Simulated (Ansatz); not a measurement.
Task: vertical and adiabatic energies of changing the electron count of CHI2, SMILES I[CH]I, with the Ansatz DFT code, driven from Python. Give the script and its output. Level of theory (for the species named): PBE0, def2-SVP basis, multiplicity 2.

| atom | x (Å) | y (Å) | z (Å) |
| --- | --- | --- | --- |
| I | -1.7128 | 0.1668 | -0.7269 |
| C | 0.1222 | 0.1845 | -0.0166 |
| I | 0.8321 | -1.4997 | 0.7993 |
| H | 0.8141 | 1.0881 | -0.0760 |

`chi2_adiabatic.py`:
```python
# -*- coding: utf-8 -*-
"""Vertical and adiabatic ionisation of CHI2."""

import itertools

import ansatz as az
from ase.data import atomic_numbers, covalent_radii
import numpy as np

BASIS = "def2-SVP"
XC = "PBE0"
CHARGE = 1

GEOMETRY = """
I    -1.71280    0.16680   -0.72690
C     0.12220    0.18450   -0.01660
I     0.83210   -1.49970    0.79930
H     0.81410    1.08810   -0.07600
"""


def main():
    chi2 = az.Crystal.molecule()
    for line in GEOMETRY.strip().splitlines():
        symbol, *xyz = line.split()
        chi2 = chi2.atom(symbol, [float(v) for v in xyz])

    job = chi2.calculation().basis(gaussian=BASIS).functional(XC).spin("collinear", total=1)
    symbols = [site.symbol for site in chi2.cartesian_sites]
    start = np.array([site.position_ang for site in chi2.cartesian_sites], dtype=float)
    r = job.relax(force_tolerance=0.01).run().report
    end = np.array(r["positions_ang"])

    minimum = az.Crystal.molecule()
    for symbol, place in zip(symbols, end):
        minimum = minimum.atom(symbol, place.tolist())
    ion = (
        minimum.calculation()
        .basis(gaussian=BASIS)  # atom-centred Gaussian functions
        .functional(XC)
        .charge(CHARGE)  # electrons removed from the neutral system
    )
    vertical = ion.run().report
    settled = ion.relax(force_tolerance=0.01, max_steps=80).run().report
    print(f"vertical ionisation energy   {vertical['free_energy_ev'] - r['free_energy_ev']:.3f} eV")
    print(f"adiabatic, no zero point     {settled['free_energy_ev'] - r['free_energy_ev']:.3f} eV")
    print(f"relaxation energy of the ion {vertical['free_energy_ev'] - settled['free_energy_ev']:.3f} eV")
    ionised = np.array(settled["positions_ang"])
    # pairs closer than 1.2 times the sum of covalent radii, before or after
    radius = [covalent_radii[atomic_numbers[s]] for s in symbols]
    span = lambda where, i, j: np.linalg.norm(where[i] - where[j])
    bonded = [(i, j) for i, j in itertools.combinations(range(len(symbols)), 2) if min(span(end, i, j), span(ionised, i, j)) < 1.2 * (radius[i] + radius[j])]
    print("pair        before    after (A)")
    for i, j in bonded:
        print(f"{symbols[i]}{i}-{symbols[j]}{j}".ljust(10), f"{span(end, i, j):8.4f} {span(ionised, i, j):8.4f}")


if __name__ == "__main__":
    main()
```

```console
$ python chi2_adiabatic.py
vertical ionisation energy   7.973 eV
adiabatic, no zero point     7.844 eV
relaxation energy of the ion 0.129 eV
pair        before    after (A)
I0-C1        2.0520   1.9886
C1-I2        2.0520   1.9886
C1-H3        1.0922   1.1005
```

The energies are electronic: no zero-point or thermal terms, and the basis set is short of its limit. The product may relax into another structure. Each relaxation finds its nearest minimum, which needn't be the lowest. def2 sets replace the cores of elements past krypton by effective core potentials. The run takes the species as open-shell (spin multiplicity 2), which needn't be its ground state. Only the spin states typed were run; another state of an ion can lie lower, by up to an eV or two. Hardware and time: 68 s on 1 thread of Arm Neoverse V2, with other jobs on the host, peak memory 0.3 GiB.
